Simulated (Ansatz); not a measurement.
# C2H7AlSSi: one species, many methods

How much do the methods differ for C2H7AlSSi? The plan is to run it at one geometry with functionals of several rungs and with coupled cluster, and see how far each lands from CCSD(T) at the basis-set limit for the atomisation energy.

Computed with Ansatz 0.2.0, Gaussian basis. Level: functionals in def2-TZVPP, the program's frozen cores in correlated methods.

The runs, in order: LDA (SPW92), PBE-D4, revPBE-D4, BLYP-D4, r2SCAN-D4, B97M-V, PBE0-D4, B3LYP-D4, r2SCANh-D4, r2SCAN0-D4, HSE06-D4, BHLYP-D4, CAM-B3LYP-D4, LC-ωPBE, ωB97X-V, ωB97M-V, B2PLYP, PBE-QIDH; CCSD(T)/def2-SVP; CCSD(T)/def2-TZVPP; MP2/def2-QZVPP; extrapolation to the limit; RPA on PBE.

### 1 The geometry

All runs share one geometry, relaxed beforehand with PBE0-D4 in a triple-zeta def2 set.

SMILES `[AlH2][C@H]1C[Si@@H]1S`, 12 atoms, charge 0, spin multiplicity 1.

Atoms are counted from 1 here; the program's logs count them from 0.

Bond lengths: Al1–C2 1.914 Å, Al1–H6 1.586 Å, Al1–H7 1.589 Å, C2–C3 1.541 Å, C2–Si4 1.876 Å, C2–H8 1.090 Å, C3–Si4 1.834 Å, C3–H9 1.086 Å, C3–H10 1.086 Å, Si4–S5 2.117 Å, Si4–H11 1.480 Å, S5–H12 1.345 Å. Angles: C2–Al1–H6 118.9°, C2–Al1–H7 119.1°, H6–Al1–H7 121.8°, Al1–C2–C3 127.2°, Al1–C2–Si4 107.8°, Al1–C2–H8 116.5°, C3–C2–Si4 64.0°, C3–C2–H8 114.5°, Si4–C2–H8 110.9°, C2–C3–Si4 66.9°, C2–C3–H9 115.8°, C2–C3–H10 116.7°, Si4–C3–H9 117.7°, Si4–C3–H10 119.0°, H9–C3–H10 113.2°, C2–Si4–C3 49.1°, C2–Si4–S5 116.4°, C2–Si4–H11 118.8° and more.

Coordinates:

```xyz
12
charge 0, multiplicity 1
Al   -0.0430    0.7343    2.0820
C    -0.4995    0.7078    0.2237
C     0.4551    0.8839   -0.9735
Si    0.1931   -0.8717   -0.5133
S    -1.1755   -2.1000   -1.5616
H    -1.1936    0.5361    3.1560
H     1.4865    0.8383    2.5019
H    -1.5558    0.8204   -0.0192
H    -0.0004    1.2382   -1.8930
H     1.4173    1.3446   -0.7680
H     1.2585   -1.5917    0.2189
H    -0.2657   -2.5952   -2.4199
```

### 2 LDA

This LDA is Slater exchange with PW92 correlation.

The input, in.yaml:

```yaml
crystal:
  periodic: [false, false, false]
  atoms:
    - {symbol: Al, position_ang: [-0.042979, 0.734260, 2.081955]}
    - {symbol: C, position_ang: [-0.499514, 0.707820, 0.223688]}
    - {symbol: C, position_ang: [0.455057, 0.883930, -0.973507]}
    - {symbol: Si, position_ang: [0.193147, -0.871719, -0.513308]}
    - {symbol: S, position_ang: [-1.175545, -2.099968, -1.561604]}
    - {symbol: H, position_ang: [-1.193613, 0.536063, 3.155994]}
    - {symbol: H, position_ang: [1.486479, 0.838273, 2.501909]}
    - {symbol: H, position_ang: [-1.555808, 0.820383, -0.019191]}
    - {symbol: H, position_ang: [-0.000385, 1.238167, -1.893029]}
    - {symbol: H, position_ang: [1.417296, 1.344554, -0.767993]}
    - {symbol: H, position_ang: [1.258480, -1.591722, 0.218862]}
    - {symbol: H, position_ang: [-0.265713, -2.595241, -2.419876]}
basis:
  gaussian: {orbitals: def2-TZVPP}
hamiltonian: {xc: lda}
output: {orbitals: {seedname: orbitals}}
```

The runs that follow: PBE-D4 (GGA); revPBE-D4 (GGA); BLYP-D4 (GGA); r2SCAN-D4 (meta-GGA); B97M-V (meta-GGA); PBE0-D4 (hybrid); B3LYP-D4 (hybrid); r2SCANh-D4 (hybrid); r2SCAN0-D4 (hybrid); HSE06-D4 (hybrid); BHLYP-D4 (hybrid); CAM-B3LYP-D4 (range-separated); LC-ωPBE (range-separated); ωB97X-V (range-separated); ωB97M-V (range-separated); B2PLYP (double hybrid); PBE-QIDH (double hybrid); CCSD(T) in def2-SVP; CCSD(T) in def2-TZVPP; MP2 in def2-QZVPP; RPA on PBE orbitals.

Before running them: what should the planned runs give, taken together? Wanted: atomisation energy, CCSD(T)/CBS; farthest beyond LDA; mean size of error, GGA; mean size of error, meta-GGA; mean size of error, hybrid; mean size of error, range-separated; mean size of error, double hybrid; gap, smallest and largest; T1 diagnostic.

**Answer**, as computed:

| quantity | value |
| --- | --- |
| atomisation energy, CCSD(T)/CBS | 4001.7 kJ/mol |
| functionals within 20.0 kJ/mol (0.5 %) | PBE0-D4, B3LYP-D4, r2SCANh-D4, r2SCAN0-D4, HSE06-D4, CAM-B3LYP-D4, ωB97M-V, PBE-QIDH |
| farthest beyond LDA | BHLYP-D4 (-97.5 kJ/mol) |
| mean size of error, GGA | 43.2 kJ/mol |
| mean size of error, meta-GGA | 42.1 kJ/mol |
| mean size of error, hybrid | 25.7 kJ/mol |
| mean size of error, range-separated | 18.7 kJ/mol |
| mean size of error, double hybrid | 41.0 kJ/mol |
| gap, smallest and largest | 3.77 eV (LDA (SPW92)), 10.17 eV (LC-ωPBE) |
| T1 diagnostic | 0.0115 |
| triples share of the correlation energy | 4.4 % |

LDA overbinds by 525.7 kJ/mol (13 %). PBE-D4 is off by +43.0 kJ/mol. Double hybrids carry the basis error of their MP2 part in triple zeta, and no dispersion term here, so their miss is partly the set-up's. By mean error the best rung here is range-separated (18.7 kJ/mol) and the worst beyond LDA is GGA (43.2 kJ/mol). The gap between the best rungs is small, so their order is not settled. The reference freezes the cores and leaves out relativity and excitations past (T), so misses under about 20.0 kJ/mol can't be ranked. Hartree-Fock recovers 73 % of the binding; the rest is correlation. CCSD(T) in def2-SVP is off by -245.9 kJ/mol, more than most functionals: a good method in a small basis is no reference. Orbital gaps span 3.8 to 10.2 eV; exact exchange widens them.
